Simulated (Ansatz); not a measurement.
# Rb2MnF4 (I4/mmm) in Ansatz: relaxation of cell and atoms with PBEsol

Aim: the relaxation of cell and atoms of Rb2MnF4 with PBEsol.

All numbers are computed with Ansatz 0.2.0; they aren't measurements. Logs are shortened: lines on timing, memory, paths and dates and some standing lists are left out, and cuts for length are marked.

### Step 1. Starting point

The structure is tetragonal, space group I4/mmm (No. 139). The conventional cell has a = 4.227 Å, b = 4.227 Å, c = 13.799 Å, α = 90.00°, β = 90.00°, γ = 90.00°. Rb (site symmetry 4mm) has 9 F at 2.77 to 2.99 Å as nearest neighbours. Mn (site symmetry 4/mmm) is surrounded by 6 F at 2.11 Å. F (site symmetry mmm) is surrounded by 2 Mn at 2.11 Å. F (site symmetry 4mm) is surrounded by 1 Mn at 2.11 Å.

The cell comes from a database or a generator and needn't be the stable form of this composition.

### Step 2. Relaxation of cell and atoms, PBEsol, collinear spin, ferromagnetic start

Contents of input.yaml:

```yaml
crystal:
  lattice:
    - [-2.11349215, 2.11349215, 6.89967366]
    - [2.11349215, -2.11349215, 6.89967366]
    - [2.11349215, 2.11349215, -6.89967366]
  atoms:
    - { symbol: Rb, position: [0.64631079, 0.64631079, 0.0] }
    - { symbol: Rb, position: [0.35368921, 0.35368921, 0.0] }
    - { symbol: Mn, position: [0.0, 0.0, 0.0], spin: 4.0 }
    - { symbol: F, position: [0.0, 0.5, 0.5] }
    - { symbol: F, position: [0.5, 0.0, 0.5] }
    - { symbol: F, position: [0.84725331, 0.84725331, 0.0] }
    - { symbol: F, position: [0.15274669, 0.15274669, 0.0] }
hamiltonian:
  xc: pbesol
  pseudopotentials: { kind: paw }
magnetization:
  spin_polarized: true
kpoints:
  mp_grid: { grid: [9, 9, 9] }
scf:
  occupations: { method: fermi_dirac, width: 0.05 }
output:
  forces: true
  stress: true
  eigenvalues: true
relax:
  f_tol: 0.01
  max_steps: 40
  cell: { stress_tol: 0.05 }
```

Potentials or basis: Ansatz PAW.

Run with:

```console
ansatz run input.yaml --threads 4 --pin off --max-ram 11264MiB --backend cpu --events-out ev --progress --plain --runs-dir out
```

The log of the run:

```text
Warning: RAYON_NUM_THREADS=4 ignored (pool sized by the plan → 4); use --threads N
basis.fft_grid_basis auto: the FFT boxes are laid along the combinations [[1, 0, 1], [0, 1, 1], [0, 0, 1]] of the cell's own vectors, 4.227, 4.227 and 7.519 Å long. The dense box has 30×30×54 points. Along the cell's own vectors, as sized, it would have 54×54×54, 3.24 times as many. Of the 16 symmetry operations that the crystal satisfies within crystal.symmetry.tolerance (time reversal apart; of a slab, those that keep its plane) the dense box along the cell's own vectors carries 16, and the one as laid loses 12 of those. basis.fft_grid_basis: typed keeps the cell's own vectors: state it where this run's energies or levels are differenced outside the engine with another run's, or held beside a run that keeps those vectors.
Engine: ansatz 0.2.0, x86_64-unknown-linux-gnu
Pseudopotentials: kind: paw
Pseudopotential: Rb, paw, valence charge 9, recommended cutoff 420 eV (normal), Rb.paw.azcp
Pseudopotential: Mn, paw, valence charge 15, recommended cutoff 420 eV (normal), Mn.paw.azcp
Pseudopotential: F, paw, valence charge 7, recommended cutoff 420 eV (normal), F.paw.azcp
Functional definition: PBEsol
  exchange = pbesol_x
  correlation = pbesol_c
Crystal: 7 atoms, lattice volume = 123.279 Å³
Basis set: ecut = 420 eV, 2371 PW (Γ), FFT grids on a1+a3, a2+a3, a3, exchange–correlation on 60×60×108 points (8 copies of the dense FFT grid, shifted against one another)
Bands: 40, of which v1, the nominal top of the filled ones, is band 31 counted from 1 (30 counted from 0)
Symmetry: 16 space group operations
Space group: I4/mmm (ITA 139), of the structure as read, at distance tolerance 5.0e-5 Å
Magnetic group: BNS 139.531 (UNI 1191), of the structure as read, at distance tolerance 5.0e-5 Å
k-points: 75 of 729
Non-local potential: Rb, projectors of the file, l = 0: 3, l = 1: 2, l = 2: 2
Non-local potential: Mn, projectors of the file, l = 0: 3, l = 1: 2, l = 2: 3, l = 3: 1
Non-local potential: F, projectors of the file, l = 0: 2, l = 1: 2, l = 2: 1
PAW form: soft (Blöchl's): semilocal exchange-correlation on the pseudo side does not see the compensation charge
PAW frozen core: Rb, regenerated for the run's functional, and the local potential with it (the file was generated under x = pbe(κ = 0.804, μ = 0.2195149727645171), c = pbe(β = 0.06672455060314922))
PAW frozen core: Mn, regenerated for the run's functional, and the local potential with it (the file was generated under x = pbe(κ = 0.804, μ = 0.2195149727645171), c = pbe(β = 0.06672455060314922))
PAW frozen core: F, regenerated for the run's functional, and the local potential with it (the file was generated under x = pbe(κ = 0.804, μ = 0.2195149727645171), c = pbe(β = 0.06672455060314922))
PAW one-centre angular grid: Rb, 110 points (default); XC on 64 Gauss nodes
PAW one-centre angular grid: Mn, 590 points (default); XC on 64 Gauss nodes
PAW one-centre angular grid: F, 110 points (default); XC on 64 Gauss nodes
Initial density: superposition of atomic densities (chi_scale 0.1, normalization cell, long waves kept (reshape's long-wave potential 0.15 eV rms))
Starting moments: Σ|m| = 4 μB on 1 of 7 sites
Initial wavefunctions: pseudopotential atomic-orbital guess
Functional: x = pbesol(κ = 0.804, μ = 0.12345679012345678), c = pbesol(β = 0.046)
SCF iter   1: F=—  HF=-13522.825005 eV  |F-HF|=—  |Δ(HF+E_count)|=         —  Δρ=1.30e-1 (↑1.30e-1 ↓1.28e-1)  dr2=7.01e1  dr2_m=4.40e-1  M=4.507 μB ∫|m|=4.507 μB  β_m=0.30  ethr=3.10e-3  ⟨swp⟩=8.2  Hψ=26837  notcnv=0  defer=7
Mixer restart at iter 1: flushing history
preconditioner: auto → Kerker (q_TF=auto, 2.426 Å⁻¹)  [metal: Δε(μ)=0.017 eV  Ē_g=12.215 eV  σ=0.050 eV  W_gap=0.08  n_scr=32 (ndim 8)  ℏωp=23.4 eV  f_vac=0.029  D(μ)=3.45/eV (n_scr^D=24)]
spin=Collinear: Kerker preconditioning applied to the charge; magnetization (m = ρ↑ − ρ↓) channel mixes plain (no charge-response kernel on spin).
SCF iter   2: F=—  HF=-13512.880425 eV  |F-HF|=—  |Δ(HF+E_count)|=    9.94e0  Δρ=5.21e-2 (↑5.21e-2 ↓3.01e-2)  dr2=7.35e0  dr2_m=8.04e-1  M=4.906 μB ∫|m|=4.906 μB  β_m=0.35  ethr=3.10e-3  ⟨swp⟩=3.9  Hψ=16063  notcnv=0  defer=389
SCF iter   3: F=—  HF=-13511.664563 eV  |F-HF|=—  |Δ(HF+E_count)|=    1.22e0  Δρ=2.74e-2 (↑2.74e-2 ↓1.78e-2)  dr2=1.92e0  dr2_m=3.33e-1  M=4.999 μB ∫|m|=5.002 μB  β_m=0.63  ethr=3.10e-3  ⟨swp⟩=3.0  Hψ=11029  notcnv=0  defer=419
SCF iter   4: F=—  HF=-13511.259522 eV  |F-HF|=—  |Δ(HF+E_count)|=   4.05e-1  Δρ=8.73e-3 (↑8.73e-3 ↓7.11e-3)  dr2=2.89e-1  dr2_m=5.70e-3  M=5.000 μB ∫|m|=5.011 μB  β_m=0.77  ethr=3.10e-3  ⟨swp⟩=3.1  Hψ=12460  notcnv=0  defer=428
SCF iter   5: F=—  HF=-13511.275314 eV  |F-HF|=—  |Δ(HF+E_count)|=         —  Δρ=4.83e-3 (↑4.57e-3 ↓4.83e-3)  dr2=1.11e-1  dr2_m=5.91e-3  M=5.000 μB ∫|m|=5.009 μB  β_m=0.77  ethr=4.74e-4  ⟨swp⟩=2.9  Hψ=12938  notcnv=0  defer=453
Mixer restart at iter 5: flushing history
SCF iter   6: F=—  HF=-13511.262478 eV  |F-HF|=—  |Δ(HF+E_count)|=   1.28e-2  Δρ=2.53e-3 (↑2.53e-3 ↓2.51e-3)  dr2=5.33e-2  dr2_m=9.20e-5  M=5.000 μB ∫|m|=5.008 μB  β_m=0.78  ethr=1.82e-4  ⟨swp⟩=2.2  Hψ=10600  notcnv=0  defer=470
SCF iter   7: F=—  HF=-13511.257196 eV  |F-HF|=—  |Δ(HF+E_count)|=   5.28e-3  Δρ=1.55e-3 (↑1.54e-3 ↓1.55e-3)  dr2=2.89e-2  dr2_m=1.16e-4  M=5.000 μB ∫|m|=5.008 μB  β_m=0.88  ethr=8.74e-5  ⟨swp⟩=2.2  Hψ=10134  notcnv=0  defer=467
[... 85 lines left out ...]
eigensolver tolerance schedule: the retry pair's looser diagonalisation over-reported the residual by 24594.03 of it (diagonalisation noise at an unbounded share of the residual, at the tolerance the schedule requests for it); recorded, not acted on — ethr = c·dr2/N_el stays at c = 1.0e-1
preconditioner: auto → Resta (q_TF=auto, 2.429 Å⁻¹)  ε∞=3.7  [insulator: Δε(μ)=1.426 eV  Ē_g=14.257 eV  σ=0.050 eV  W_gap=1.00  n_scr=32 (ndim 8)  ℏωp=23.5 eV  f_vac=0.114  D(μ)=0.00/eV (n_scr^D=0)  ε∞_Penn≈3.7]
spin=Collinear: Resta preconditioning applied to the charge; magnetization (m = ρ↑ − ρ↓) channel mixes plain (no charge-response kernel on spin).
SCF iter   2: F=—  HF=-13511.250533 eV  |F-HF|=—  |Δ(HF+E_count)|=   3.25e-6  Δρ=1.88e-6 (↑1.77e-6 ↓1.88e-6)  dr2=5.28e-9  dr2_m=1.29e-10  M=5.000 μB ∫|m|=5.008 μB  β_m=0.49  ethr=1.67e-11  ⟨swp⟩=3.8  Hψ=15433  notcnv=0
SCF iter   3: F=—  HF=-13511.250533 eV  |F-HF|=—  |Δ(HF+E_count)|=   1.45e-7  Δρ=1.07e-6 (↑1.07e-6 ↓1.06e-6)  dr2=1.17e-9  dr2_m=4.39e-11  M=5.000 μB ∫|m|=5.008 μB  β_m=0.66  ethr=8.66e-12  ⟨swp⟩=2.0  Hψ=7800  notcnv=0
SCF iter   4: F=—  HF=-13511.250533 eV  |F-HF|=—  |Δ(HF+E_count)|=   8.29e-8  Δρ=1.50e-7 (↑1.50e-7 ↓1.49e-7)  dr2=1.34e-10  dr2_m=2.31e-12  M=5.000 μB ∫|m|=5.008 μB  β_m=0.69  ethr=1.91e-12  ⟨swp⟩=2.0  Hψ=8947  notcnv=0
SCF iter   5: F=-13511.250533 eV  HF=-13511.250533 eV  |F-HF|=1.84e-10  |Δ(HF+E_count)|=  3.75e-10  Δρ=9.50e-8 (↑8.32e-8 ↓9.50e-8)  dr2=3.99e-11  dr2_m=3.64e-13  M=5.000 μB ∫|m|=5.008 μB  ethr=1.00e-12  ⟨swp⟩=3.6  Hψ=21228  notcnv=0
SCF 7 converged in 5 iterations: F = -13511.250533 eV  dr2 = 3.99e-11
relax step   7: F+E_penalty+E_count = -13511.25053298 eV  Δ(F+E_penalty+E_count) = +7.327e-5 eV  max|allowed force component| = 4.747e-3 eV/Å  Δτ_max = 0.0000 Å  P = +0.001 GPa  Ω = 122.619 Å³  stress off target by 3.75e-2 GPa  SCF on the basis re-selected at this cell (its energy is not comparable with the rows above)  (5 SCF iters)
basis re-selected at this cell: Δ(F+E_penalty+E_count) = +7.327e-5 eV, ΔP = -0.000 GPa vs the last step (what re-selecting the basis moved, of the pressure what is left beyond the Pulay correction that the steps carried, after the strain that the cell walked since its last selection, with what the two solves' SCF thresholds leave and, on support functions, any second-order correction that the steps lacked; it is no measure of the basis error at this ecutwfc). This SCF's stress stands 3.75e-2 GPa from its target on what of the cell is left free (relax.cell.stress_tol is 5.00e-2 GPa) and its largest allowed force component is 4.75e-3 eV/Å (relax.f_tol is 1.00e-2 eV/Å): within both
SCF converged after 5 iterations
Magnetization: 5.0000 μB (33.0000 up, 28.0000 down)
Absolute magnetization: 5.0080 μB (∫|ρ↑−ρ↓|, with the PAW one-centre terms)
Spin contamination: 0.0039 ħ² per cell (⟨S²⟩ above its minimum at these occupations)
Per-site moments (μB) at R_I (Å): [(0.0012844142336858344, 1.1442156966048453), (0.0012844142336861, 1.1442156966048458), (4.1302239049604665, 0.8630286453790158), (0.07551786368518416, 0.871631110150742), (0.07551786368518583, 0.871631110150742), (0.044467104708039176, 0.8630286453790158), (0.04446710470803828, 0.8630286453790161)]
Free energy (F): -13511.250533 eV
Harris-Foulkes:  -13511.250533 eV  (|F-HF|=1.84e-10)
Internal energy: -13511.250533 eV  (E = F + TS)
E sigma→0 (E₀):  -13511.250533 eV
Entropy (-TS):   -0.000000 eV (-0.000 meV/atom)
Fermi energy:    7.772551 eV
--- Per-component energies (eV) ---
  E_band       = -589.683449
  E_kinetic    = 1510.714602
  E_local      = -6984.797306  (includes V_loc(G=0)·N_el)
  E_nonlocal   = 902.518397
  E_hartree    = 2726.661886
  E_xc         = -684.374212
  E_vxc        = -821.182748  (∫ρ·V_xc dr)
  E_paw        = -7192.177399  (= ΣΔE_a)
  E_vpaw       = -650.268050  (= ΣTr[D̂ρ^β])
  E_aug_tail   = 0.008033  (compensation charges beyond the density's cutoff)
  E_ewald      = -3790.391297
  E_core_change = 0.586762  (= ΣΔE_core)
  E_smearing   = -0.000000  (= −TS)
  E_closure    = 0.000000  (closes the sum)
  Σ components = -13511.250533   (vs F -13511.250533, Δ=0.00e0)
--- Forces (eV/Å), atoms counted from 1 ---
  atom   1  Rb    -0.00000000     0.00000000     0.00474716
  atom   2  Rb     0.00000000     0.00000000    -0.00474716
  atom   3  Mn     0.00000000     0.00000000     0.00000000
  atom   4  F      0.00000000    -0.00000000    -0.00000000
  atom   5  F      0.00000000     0.00000000     0.00000000
  atom   6  F      0.00000000     0.00000000    -0.00238779
  atom   7  F     -0.00000000     0.00000000     0.00238779
  max |Σ_I F_I| component: 1.46e-18 eV/Å
--- Stress (GPa, compression-positive) ---
        0.020299       0.000000       0.000000
        0.000000       0.020299      -0.000000
        0.000000       0.000000      -0.037532
  P = ⅓ Tr σ = 0.0010 GPa (0.010 kbar)
--- Band table (eV; the first three rows and the last of 150) ---
  k-point 0 ↑: bands = ["-74.0463", "-42.9736", "-42.9736", "-42.9075", "-20.1347", "-20.0325", "-17.3481", "-17.0752", "-16.3372", "-16.3216", "-4.4441", "-4.1937", "-4.1937", "-4.1362", "-4.1362", "-4.0521", "0.2129", "0.2129", "0.7914", "0.8938", "1.4990", "1.6700", "1.6700", "2.0021", "2.0021", "2.1620", "2.3267", "2.3267", "4.3855", "4.8119", "4.8119", "5.0349", "5.8280", "8.4122", "11.3461", "11.8932", "11.8986", "12.3802", "13.4001", "13.6587"]
  k-point 1 ↑: bands = ["-74.0463", "-42.9739", "-42.9739", "-42.9075", "-20.1218", "-20.0299", "-17.3258", "-17.0827", "-16.3443", "-16.3255", "-4.4601", "-4.2415", "-4.1928", "-4.1488", "-4.1172", "-4.0323", "0.0281", "0.1824", "0.7593", "0.9101", "1.3922", "1.4490", "1.6627", "1.8350", "2.0954", "2.1813", "2.2613", "2.2971", "4.5231", "4.8531", "4.8540", "5.2828", "5.9684", "8.8205", "11.4767", "11.9511", "12.2169", "12.6301", "13.3850", "13.6932"]
  k-point 2 ↑: bands = ["-74.0463", "-42.9745", "-42.9745", "-42.9074", "-20.0905", "-20.0243", "-17.2672", "-17.1016", "-16.3592", "-16.3308", "-4.4912", "-4.3600", "-4.2152", "-4.1827", "-4.1338", "-4.0131", "-0.3873", "0.0661", "0.7271", "0.8434", "1.0747", "1.2225", "1.7040", "1.7244", "2.0137", "2.2257", "2.2537", "2.3019", "4.8080", "4.9651", "4.9655", "5.8746", "6.2455", "9.8348", "11.7009", "11.8751", "12.8609", "13.1844", "13.5443", "13.9908"]
  k-point 74 ↓: bands = ["-69.0813", "-38.1000", "-38.0994", "-38.0349", "-20.0850", "-20.0697", "-17.1910", "-16.9307", "-16.2626", "-16.2123", "-4.3671", "-4.2671", "-4.2512", "-4.1335", "-4.0800", "-4.0454", "0.4394", "0.5156", "1.1887", "1.3043", "1.5767", "1.7324", "1.7584", "1.9828", "2.1869", "2.2925", "2.3517", "2.3953", "8.6613", "8.9576", "9.0019", "9.4755", "9.7812", "9.9078", "10.7077", "11.1152", "12.5734", "13.1509", "13.5892", "13.6962"]
--- Relaxed structure (5 steps of the walk, 4 accepted, 2 SCFs on fresh bases) ---
  F+E_penalty+E_count = -13511.25053298 eV   max|allowed force component| = 4.747e-3 eV/Å   (the final SCF, on the basis selected at the relaxed cell)
  cell:  # Å, volume = 122.6185 Å³
    - [-2.1130451155169507, 2.1130451155169507, 6.865602063415051]
    - [2.1130451155169507, -2.1130451155169507, 6.865602063415051]
    - [2.1130451155169507, 2.1130451155169507, -6.865602063415051]
  atoms:
    - { symbol: Rb, position: [0.6456212547194002, 0.6456212547194002, 6.7690231592498515e-37] }
    - { symbol: Rb, position: [0.35437874528059987, 0.35437874528059987, 4.2886885921300304e-36] }
    - { symbol: Mn, position: [3.647850644015498e-20, 3.647850644015498e-20, -9.423376783404477e-37] }
    - { symbol: F, position: [3.6478506440154993e-20, 0.49999999999999994, 0.49999999999999994] }
    - { symbol: F, position: [0.49999999999999994, 3.6478506440154993e-20, 0.49999999999999994] }
    - { symbol: F, position: [0.8476323972654195, 0.8476323972654195, -1.0156473157945208e-36] }
    - { symbol: F, position: [0.15236760273458055, 0.15236760273458055, -1.3159196495726156e-36] }
```

It took 87 s on 4 threads of AMD EPYC 7R43 (Zen 3), shared host; peak memory 0.88 GiB.

Results:

| Quantity | Value |
| --- | --- |
| Free energy | -13511.2505 eV |
| Relaxed volume | 17.52 Å³/atom |
| Relaxed cell | a = 7.488 Å, b = 7.488 Å, c = 7.488 Å, α = 147.22°, β = 147.22°, γ = 47.04° |
| Space group after relaxing (to 0.05 Å) | I4/mmm (No. 139) |
| Energy gained by relaxing | 0.3 meV/atom |
| Ionic steps | 6 |
| Pressure after relaxing | 0.0 GPa |
| Largest force after relaxing | 0.005 eV/Å |
| Band gap on the k mesh | 1.43 eV, indirect (least direct gap 2.26 eV) |
| Net moment | 5.00 μB per cell |
| Absolute moment | 5.01 μB per cell |
| Site moments | Rb +0.00; Mn +4.13; F +0.08, +0.04 μB |

Forces in eV/Å, atoms in the order of the input:
```
Rb   0.000  0.000  0.005
Rb   0.000  0.000 -0.005
Mn   0.000  0.000  0.000
F    0.000  0.000  0.000
F    0.000  0.000  0.000
F    0.000  0.000 -0.002
F    0.000  0.000  0.002
```

The path:
```
step  energy change (eV)  largest force (eV/Å)  volume (Å³)
   1              0.0000                0.0664       123.28
   2             -0.0029                0.0226       122.72
   3             -0.0034                0.0045       122.64
   4             -0.0017                0.0046       122.64
   5             -0.0018                0.0047       122.62
   6             -0.0018                0.0047       122.62
```

Final structure:
```xyz
7
Lattice="-2.1130 2.1130 6.8656 2.1130 -2.1130 6.8656 2.1130 2.1130 -6.8656" Properties=species:S:1:pos:R:3 pbc="T T T"
Rb    0.0000    0.0000    8.8652
Rb    0.0000    0.0000    4.8660
Mn    0.0000    0.0000    0.0000
F     2.1130    0.0000    0.0000
F     0.0000    2.1130    0.0000
F     0.0000    0.0000   11.6390
F     0.0000    0.0000    2.0922
```

Caveat: odd divisions of the mesh miss points on the zone boundary, where band edges often lie, so the gap on the mesh can be too wide; the plane-wave basis is chosen anew once the cell has moved, so the energies of steps on either side of that aren't comparable; the pressure holds a Pulay correction of +0.4 GPa for the finite cutoff; a cell with one magnetic atom can't hold antiferromagnetic order, which such compounds often take; the PAW data sets come from PBE, with cores solved anew for the run's functional, which leaves a small shift of forces and pressure.

### Step 3. For comparison

An earlier run on the cell as given: functional PBEsol; potentials or basis Ansatz PAW; cutoff 420 eV (not typed: the program's choice for these potentials); k mesh 9 × 9 × 9; occupations fermi-dirac, width 0.05 eV; collinear spin, ferromagnetic start; starting moments [0.0, 0.0, 4.0, 0.0, 0.0, 0.0, 0.0] μB.

- Pressure: -0.4 GPa
- Largest force: 0.066 eV/Å
- Band gap on the k mesh: 1.42 eV, indirect (least direct gap 2.29 eV)
- Net moment: 5.00 μB per cell
- Absolute moment: 5.01 μB per cell
- Site moments: Rb +0.00; Mn +4.15; F +0.08, +0.04 μB
